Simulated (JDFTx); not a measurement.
Crystal: TiP.

```xyz
4
Lattice="4.2339 0.0000 0.0000 -2.1170 3.6667 0.0000 0.0000 0.0000 4.8709" Properties=species:S:1:pos:R:3 pbc="T T T"
Ti    0.0000    2.4444    1.2177
Ti    2.1170    1.2222    3.6532
P     2.1170    1.2222    1.2177
P     0.0000    2.4444    3.6532
```

The cell comes from a database or a generator and needn't be the stable form of this composition.

* Program: JDFTx 1.7.0 (patched build)
* Task: single point
* Functional: PBEsol
* Potentials or basis: PseudoDojo-SR-PBEsol-0.4.1-standard with smoothed tails
* Cutoff: 1143 eV
* Density cutoff: 9143 eV
* k mesh: 7 × 7 × 6
* Occupations: fermi-dirac, width 0.05 eV
* Spin: no spin polarisation

On this cell: pressure -3.6 GPa; largest force under 0.003 eV/Å; band gap on the k mesh none (metal or under the smearing width).

The same run follows on a disturbed copy (atoms moved at random, drawn with an rms of 0.05 Å):

```xyz
4
Lattice="4.2339 0.0000 0.0000 -2.1170 3.6667 0.0000 0.0000 0.0000 4.8709" Properties=species:S:1:pos:R:3 pbc="T T T"
Ti    0.0050    2.4562    1.1439
Ti    2.1099    1.2188    3.6399
P     2.1202    1.2608    1.2327
P    -0.0397    2.4430    3.6649
```

What changes?

The energy (extrapolated to zero smearing) moves by +15.7 meV/atom; pressure -3.3 GPa; largest force 1.063 eV/Å; band gap on the k mesh none (metal or under the smearing width).

Forces on the atoms (eV/Å):
```
Ti  -0.089  0.147  1.049
Ti  -0.204  0.080  0.497
P   -0.035 -0.274 -0.546
P    0.329  0.047 -1.000
```

Stress tensor (GPa, compression positive):
```
-2.50  0.74  0.06
 0.74 -3.75 -0.09
 0.06 -0.09 -3.51
```

Caveats: the empty levels aren't tightly converged.
